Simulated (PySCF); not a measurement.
# CH3B2F3O2: the cost of one run

Computed with PySCF 2.14.0, with density-fitted response routines of our own, on a single molecule in the gas phase. Atoms are numbered from 0 throughout.

### Step 1. The molecule as given

11 atoms, charge 0, multiplicity 1; geometry from: GFN2-xTB. The atoms were then displaced at random by about 0.01 Å, so the start is not that level's minimum.

Bonds of the start (Å): B0–O1 1.32, O1–B2 1.30, B2–O3 1.38, O3–C4 1.34, C4–F5 1.34, C4–F6 1.34, C4–F7 1.33, B0–H8 1.17, B0–H9 1.16, B2–H10 1.16.

### Step 2. Relaxing the molecule at PBE0-D3(BJ)/def2-SVP

What the job is given:

```
{"job": {"xc": "PBE0", "basis": "def2-SVP", "d3": "d3bj", "grid": 1, "shake": 0.01, "kind": "geom"}, "charge": 0, "multiplicity": 1}
B      2.677040     0.264800    -0.014980
O      1.424290    -0.118660    -0.207850
B      0.178290    -0.469650    -0.368460
O     -0.744680     0.411220     0.160730
C     -2.062240     0.165800     0.067860
F     -2.515070     0.079970    -1.188500
F     -2.433720    -0.971440     0.679570
F     -2.744000     1.155580     0.646540
H      3.168690     0.963820    -0.820570
H      3.225510    -0.046230     0.963200
H     -0.136010    -1.461040    -0.893290
```

On the command line:

```console
$ OMP_NUM_THREADS=1 python probes_run.py task.json out
```

One launch serves the whole session: the jobs run in the order shown.

Q: Estimate the wall time and peak memory of this first job on 1 thread of Arm Neoverse V1, shared host.

About 58 s, with a peak of 0.52 GiB.
